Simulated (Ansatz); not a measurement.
# Zr3CdC: the cost of one run

Computed with Ansatz 0.2.0 (DFT PBE, scalar-relativistic, plane waves, PAW, unless a step's input says otherwise).

3 further runs of the same task are left out: 1 that didn't finish, 2 set aside as unsound or not needed.

### 1 Starting point

It takes space group Pm-3m (No. 221, cubic). The conventional cell has a = 4.572 Å, b = 4.572 Å, c = 4.572 Å, α = 90.00°, β = 90.00°, γ = 90.00°. Around Zr (site symmetry 4/mmm) lie 2 C at 2.29 Å. Cd (site symmetry m-3m) is surrounded by 12 Zr at 3.23 Å. C (site symmetry m-3m) has 6 Zr at 2.29 Å as nearest neighbours.

As a file:

```
Zr Cd C
1.0
     4.57210    0.00000    0.00000
     0.00000    4.57210    0.00000
     0.00000    0.00000    4.57210
Zr Cd C
3 1 1
Cartesian
  0.0000 2.2861 2.2861
  2.2861 0.0000 2.2861
  2.2861 2.2861 0.0000
  0.0000 0.0000 0.0000
  2.2861 2.2861 2.2861
```

The cell was relaxed beforehand at this level, from a database cell with other species swapped in; it is a trial structure. At a tolerance of 0.05 Å it has space group Pm-3m (No. 221); it has 19.12 Å³/atom, an uncorrected energy of -0.46 eV/atom over the elements and, on its mesh, gap none (metal).

### 2 Strained cells: the elastic tensor

Input file input.yaml:

```yaml
crystal:
  lattice:
    - [4.5735343877, 0.0, 0.0]
    - [0.0, 4.5735343877, 0.0]
    - [0.0, 0.0, 4.5735343877]
  atoms:
    - { symbol: Zr, position: [0.0, 0.5, 0.5] }
    - { symbol: Zr, position: [0.5, 0.0, 0.5] }
    - { symbol: Zr, position: [0.5, 0.5, 0.0] }
    - { symbol: Cd, position: [0.0, 0.0, 0.0] }
    - { symbol: C, position: [0.5, 0.5, 0.5] }
basis:
  ecutwfc: 420
kpoints:
  mp_grid: { grid: [8, 8, 8] }
hamiltonian:
  xc: pbe
scf:
  occupations: { method: fermi_dirac, width: 0.15 }
output:
  forces: true
  stress: true
  eigenvalues: true
elastic:
  mode: relaxed_ion
  amplitude: 0.005
  stencil: two_point
```

Run with:

```console
$ ansatz run input.yaml --threads 1 --pin off --max-ram 2048MiB --backend cpu --events-out ev --progress --plain --runs-dir out
```

Q: Estimate wall time and peak memory on 1 thread of Arm Neoverse V2, shared host.

About 70 s, with a peak of 0.6 GiB.
